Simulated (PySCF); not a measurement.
**SF₆: singlet, from a B3LYP minimum start**

Where does singlet SF₆ go from a B3LYP minimum start, is the end point a minimum, and what are its modes, charges and moments?

Program: PySCF 2.14.0. Level of theory: B3LYP, basis S def2-SVP, F def2-SVP, no relativity, density fitting. These are calculated values, not measurements.

## (1) The starting structure

7 atoms, charge 0, spin multiplicity 1.

Bond lengths: S1–F2 1.593 Å, S1–F3 1.593 Å, S1–F4 1.593 Å, S1–F5 1.593 Å, S1–F6 1.593 Å, S1–F7 1.593 Å. Angles: F2–S1–F3 90.0°, F2–S1–F4 90.0°, F2–S1–F5 90.0°, F2–S1–F6 90.0°, F2–S1–F7 180.0°, F3–S1–F4 90.0°, F3–S1–F5 180.0°, F3–S1–F6 90.0°, F3–S1–F7 90.0°, F4–S1–F5 90.0°, F4–S1–F6 180.0°, F4–S1–F7 90.0°, F5–S1–F6 90.0°, F5–S1–F7 90.0°, F6–S1–F7 90.0°.

Coordinates in bohr (charge 0 multiplicity 1):
```
S     0.0000    0.0000    0.0000
F     0.0000   -3.0103    0.0000
F     0.0000    0.0000   -3.0103
F     3.0103    0.0000    0.0000
F     0.0000    0.0000    3.0103
F    -3.0103    0.0000    0.0000
F     0.0000    3.0103    0.0000
```

## (2) First SCF at the start

One driver script runs all steps and calls PySCF; scf.py shows how it sets up the SCF of each step. The optimiser is the driver's own. After this first run the driver tries any further starts and a stability analysis.

scf.py

```python
from pyscf import gto, scf, dft
mol = gto.M(atom='''
S      0.000000    -0.000000    -0.000000
F     -0.000000    -1.593000     0.000000
F      0.000000     0.000000    -1.593000
F      1.593000     0.000000    -0.000000
F     -0.000000    -0.000000     1.593000
F     -1.593000    -0.000000     0.000000
F      0.000000     1.593000    -0.000000''',
    basis={'S': 'def2-SVP', 'F': 'def2-SVP'},
    charge=0, spin=0)
mf = dft.RKS(mol, xc='B3LYP')
mf.grids.atom_grid = (50, 194)
aux = {'S': 'def2-universal-JKFIT', 'F': 'def2-universal-JKFIT'}
mf = mf.density_fit(auxbasis=aux)
mf.conv_tol = 1e-08
mf.diis_space = 10
mf.max_cycle = 60
mf.init_guess = 'minao'
mf.verbose = 4
mf.kernel()
```

On the command line:

```console
$ OMP_NUM_THREADS=2 python axn.py task.json out
```

The runs that follow: B3LYP minimum start, singlet: relaxation; Is it a minimum? Harmonic modes.

Q: Predict the outcome of this session. Wanted: minimum; geometry; wavenumbers; dipole moment; highest occupied, lowest empty level; polar-tensor charge of S1; zero-point energy; atomisation energy.

As calculated:

| quantity | value |
| --- | --- |
| minimum | singlet, Oh |
| geometry | S–F 1.593 Å (×6); F–S–F 90.0° (×12), F–S–F 180.0° (×3) |
| wavenumbers (cm⁻¹) | 334 (t2u), 493 (t2g), 589 (t1u), 665 (eg), 754 (a1g), 1007 (t1u) |
| dipole moment | 0.00 D |
| highest occupied, lowest empty level | -11.91, -2.36 eV |
| polar-tensor charge of S1 | +3.38 e |
| zero-point energy | 55.9 kJ/mol |
| entropy at 298.15 K | 293.8 J/(mol K) |
| atomisation energy (no zero-point energy) | 1814 kJ/mol |

**Reading.** The B3LYP minimum start keeps its Oh symmetry and ends in a minimum. In the infrared the band at 1007 cm⁻¹ (t1u, mixed) leads. The dipole vanishes although S1 carries +3.4 e by the polar tensor: the bond dipoles cancel. Only this shape and spin were tried, so other structures or states may lie lower.
